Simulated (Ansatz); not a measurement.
# V3F: a trial structure relaxed

Aim: relax V3F from this start, Cu3Au (L1_2) type (Pm-3m, No. 221), and see where it ends.

Computed with Ansatz 0.2.0 (DFT PBE, scalar-relativistic, plane waves, PAW, unless a step's input says otherwise).

### 1 Starting point

It takes space group Pm-3m (No. 221, cubic). Conventional cell: a = 3.639 Å, b = 3.639 Å, c = 3.639 Å, α = 90.00°, β = 90.00°, γ = 90.00°. V (site symmetry 4/mmm) is surrounded by 8 V at 2.57 Å and 4 F at 2.57 Å. F (site symmetry m-3m) is surrounded by 12 V at 2.57 Å.

Structure file:

```cif
data_structure
_symmetry_space_group_name_H-M 'P 1'
_symmetry_Int_Tables_number 1
_cell_length_a 3.6391
_cell_length_b 3.6391
_cell_length_c 3.6391
_cell_angle_alpha 90.000
_cell_angle_beta 90.000
_cell_angle_gamma 90.000
_cell_volume 48.19
loop_
_atom_site_label
_atom_site_type_symbol
_atom_site_fract_x
_atom_site_fract_y
_atom_site_fract_z
_atom_site_occupancy
V1 V 0.00000 0.50000 0.50000 1
V2 V 0.50000 0.00000 0.50000 1
V3 V 0.50000 0.50000 0.00000 1
F1 F 0.00000 0.00000 0.00000 1
```

(A quick probe on a coarse mesh, which set the mesh and smearing, is not shown.)

### 3 A loose first relaxation

Contents of input.yaml:

```yaml
crystal:
  lattice:
    - [3.6391075506, 0.0, 0.0]
    - [0.0, 3.6391075506, 0.0]
    - [0.0, 0.0, 3.6391075506]
  atoms:
    - { symbol: V, position: [0.0, 0.5, 0.5] }
    - { symbol: V, position: [0.5, 0.0, 0.5] }
    - { symbol: V, position: [0.5, 0.5, 0.0] }
    - { symbol: F, position: [0.0, 0.0, 0.0] }
basis:
  ecutwfc: 420
kpoints:
  mp_grid: { grid: [6, 6, 6] }
hamiltonian:
  xc: pbe
scf:
  occupations: { method: gaussian, width: 0.1 }
  lower_state_search: "off"
output:
  forces: true
  stress: true
  eigenvalues: true
relax:
  adjacent_minimum: "off"
  f_tol: 0.04
  max_steps: 70
  cell: { stress_tol: 0.4 }
```

Command:

```console
$ ansatz run input.yaml --threads 1 --pin off --max-ram 2560MiB --backend cpu --events-out ev --progress --plain --runs-dir out
```

The session goes on with these runs: the relaxation.

**Question.** What will these runs give?

**Answer**, as computed:

Formation energies count from the elements, computed with the same settings in runs not shown here.

| quantity | value |
| --- | --- |
| cell | a = 3.717 Å, b = 3.717 Å, c = 3.717 Å, α = 90.00°, β = 90.00°, γ = 90.00° |
| space group | Pm-3m (No. 221) |
| volume | 12.84 Å³/atom |
| gap on the mesh | none (metal) |
| formation energy from the elements | +0.237 eV/atom |

**Reading.** The space group stayed Pm-3m, and from the first guess the volume went from 12.05 to 12.84 Å³/atom. The formation energy of +0.24 eV/atom is positive, so the elements lie lower than this structure; another structure of the compound can lie lower. A spin-polarised run here lost its starting moments, which speaks against magnetism, though one start doesn't rule it out.
